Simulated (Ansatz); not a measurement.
CH7NOSSi, SMILES OCN[SiH2]S, a geometry optimisation

Program: Ansatz 0.2.0 through its Python package.

Notebook, run cell by cell (the value of a cell's last expression is shown):

In [1]:
```python
import itertools

import ansatz
from ase import Atoms
from ase.data import atomic_numbers, covalent_radii
import numpy as np
```

In [2]:
```python
atoms = Atoms(["O", "C", "N", "Si", "S", "H", "H", "H", "H", "H", "H", "H"], positions=[
    [-0.9597, 0.1351, 2.2294],
    [-0.0728, 0.3838, 1.1906],
    [-0.4035, -0.5606, 0.1421],
    [0.5706, -0.6728, -1.3006],
    [-0.0793, 0.9452, -2.542],
    [-1.8589, 0.1422, 1.7479],
    [-0.1336, 1.4252, 0.8526],
    [0.9714, 0.2605, 1.6037],
    [-0.3568, -1.4634, 0.6354],
    [1.9373, -0.6081, -0.9466],
    [0.129, -1.9692, -1.9077],
    [0.3332, 1.9269, -1.6708],
])
ch7nossi = ansatz.Crystal.molecule_from_ase(atoms)
```

In [3]:
```python
calc = (
    ch7nossi.calculation()
    .basis(gaussian="def2-SVP")
    .functional("hf")
)
symbols = [site.symbol for site in ch7nossi.cartesian_sites]
start = np.array([site.position_ang for site in ch7nossi.cartesian_sites], dtype=float)
def progress(event):
    if event["event"] == "relax_step":
        row = event["data"]
        print(f"step {row['step']:3d}  E = {row['lagrangian_ev']:.6f} eV  largest force component {row['allowed_force_max_ev_ang']:.4f} eV/A")
```

In [4]:
```python
data = calc.relax(force_tolerance=0.02).session().plan().execute(on_event=progress).report
end = np.array(data["positions_ang"])
```
```text
step   1  E = -23330.860265 eV  largest force component 2.8582 eV/A
step   2  E = -23331.322365 eV  largest force component 1.0405 eV/A
step   3  E = -23331.379301 eV  largest force component 0.6135 eV/A
step   4  E = -23331.414123 eV  largest force component 0.4905 eV/A
step   5  E = -23331.468946 eV  largest force component 0.3890 eV/A
step   6  E = -23331.482828 eV  largest force component 0.4863 eV/A
step   7  E = -23331.468386 eV  largest force component 1.1451 eV/A
step   8  E = -23331.503627 eV  largest force component 0.1659 eV/A
step   9  E = -23331.514925 eV  largest force component 0.4779 eV/A
step  10  E = -23331.540306 eV  largest force component 0.1393 eV/A
step  11  E = -23331.547618 eV  largest force component 0.1062 eV/A
step  12  E = -23331.554105 eV  largest force component 0.1091 eV/A
step  13  E = -23331.517453 eV  largest force component 1.2992 eV/A
step  14  E = -23331.562815 eV  largest force component 0.0817 eV/A
step  15  E = -23331.566228 eV  largest force component 0.2480 eV/A
step  16  E = -23331.568310 eV  largest force component 0.1921 eV/A
step  17  E = -23331.572282 eV  largest force component 0.1241 eV/A
step  18  E = -23331.575501 eV  largest force component 0.1599 eV/A
step  19  E = -23331.578260 eV  largest force component 0.3840 eV/A
step  20  E = -23331.582307 eV  largest force component 0.2569 eV/A
step  21  E = -23331.582129 eV  largest force component 0.2517 eV/A
step  22  E = -23331.585457 eV  largest force component 0.0650 eV/A
step  23  E = -23331.586551 eV  largest force component 0.0553 eV/A
step  24  E = -23331.591633 eV  largest force component 0.1323 eV/A
step  25  E = -23331.592605 eV  largest force component 0.2370 eV/A
step  26  E = -23331.595518 eV  largest force component 0.0614 eV/A
step  27  E = -23331.595353 eV  largest force component 0.0768 eV/A
step  28  E = -23331.596007 eV  largest force component 0.0245 eV/A
step  29  E = -23331.596168 eV  largest force component 0.0197 eV/A
step  30  E = -23331.596314 eV  largest force component 0.0151 eV/A
```

In [5]:
```python
print("reference energy %16.6f eV" % data["reference_energy_ev"])
print("total energy     %16.6f eV" % data["free_energy_ev"])
print("occupied orbitals outside the frozen core (up, down):", data["n_occupied"], " frozen:", data["n_frozen"], " virtual:", data["n_virtual"])
```
```text
reference energy    -23331.596314 eV
total energy        -23331.596314 eV
occupied orbitals outside the frozen core (up, down): [29, 29]  frozen: 0  virtual: [84, 84]
```

In [6]:
```python
# pairs closer than 1.2 times the sum of covalent radii, before or after
radius = [covalent_radii[atomic_numbers[s]] for s in symbols]
span = lambda where, i, j: np.linalg.norm(where[i] - where[j])
bonded = [(i, j) for i, j in itertools.combinations(range(len(symbols)), 2) if min(span(start, i, j), span(end, i, j)) < 1.2 * (radius[i] + radius[j])]
print("pair        before    after (A)")
for i, j in bonded:
    print(f"{symbols[i]}{i}-{symbols[j]}{j}".ljust(10), f"{span(start, i, j):8.4f} {span(end, i, j):8.4f}")
for first, second in list(itertools.combinations(bonded, 2)):
    shared = set(first) & set(second)
    if shared and symbols[(j := shared.pop())] != "H":
        i, k = sorted((set(first) | set(second)) - {j})
        u, v = end[i] - end[j], end[k] - end[j]
        angle = np.degrees(np.arccos(np.clip(u @ v / np.linalg.norm(u) / np.linalg.norm(v), -1, 1)))
        print(f"final angle {symbols[i]}{i}-{symbols[j]}{j}-{symbols[k]}{k}: {angle:.2f} deg")
with open("ch7nossi_opt.xyz", "w") as handle:
    handle.write(f"{len(symbols)}\nrelaxed CH7NOSSi\n")
    handle.writelines(f"{s:2s} {x:11.6f} {y:11.6f} {z:11.6f}\n" for s, (x, y, z) in zip(symbols, end))
```
```text
pair        before    after (A)
O0-C1        1.3884   1.3853
O0-H5        1.0200   0.9464
C1-N2        1.4493   1.4374
C1-H6        1.0966   1.0945
C1-H7        1.1297   1.0884
N2-Si3       1.7444   1.7170
N2-H8        1.0298   1.0024
Si3-S4       2.1404   2.1787
Si3-H9       1.4133   1.4776
Si3-H10      1.4981   1.4738
S4-H11       1.3758   1.3353
final angle C1-O0-H5: 109.47 deg
final angle O0-C1-N2: 114.10 deg
final angle O0-C1-H6: 110.91 deg
final angle O0-C1-H7: 106.12 deg
final angle N2-C1-H6: 108.12 deg
final angle N2-C1-H7: 109.95 deg
final angle C1-N2-Si3: 125.67 deg
final angle C1-N2-H8: 113.46 deg
final angle H6-C1-H7: 107.43 deg
final angle Si3-N2-H8: 117.93 deg
final angle N2-Si3-S4: 111.26 deg
final angle N2-Si3-H9: 112.55 deg
final angle N2-Si3-H10: 106.84 deg
final angle S4-Si3-H9: 104.81 deg
final angle S4-Si3-H10: 110.30 deg
final angle Si3-S4-H11: 96.99 deg
final angle H9-Si3-H10: 111.14 deg
```

It writes `ch7nossi_opt.xyz`:
```text
12
relaxed CH7NOSSi
O    -1.291414    0.544009    1.686030
C     0.010232    0.109511    1.496258
N     0.154257   -0.878902    0.462629
Si    0.532835   -0.560407   -1.181558
S    -0.837476    0.900194   -2.039265
H    -1.602722    0.962117    0.896179
H     0.671625    0.948781    1.259316
H     0.333939   -0.301383    2.450775
H    -0.284027   -1.753134    0.682692
H     1.874131    0.036312   -1.348963
H     0.428324   -1.843024   -1.899947
H     0.087196    1.780726   -2.430147
```

Total energies depend on the basis set; only differences at equal settings carry meaning. The end point is the stationary point reached from this start; no frequency run checks that it is a minimum, and the basis set is modest. Wall time of the script: 2 min on 1 thread of Arm Neoverse V1, on a shared host, peak memory 0.31 GiB.

(Lines on the test bed's own set-up are left out of the output.)
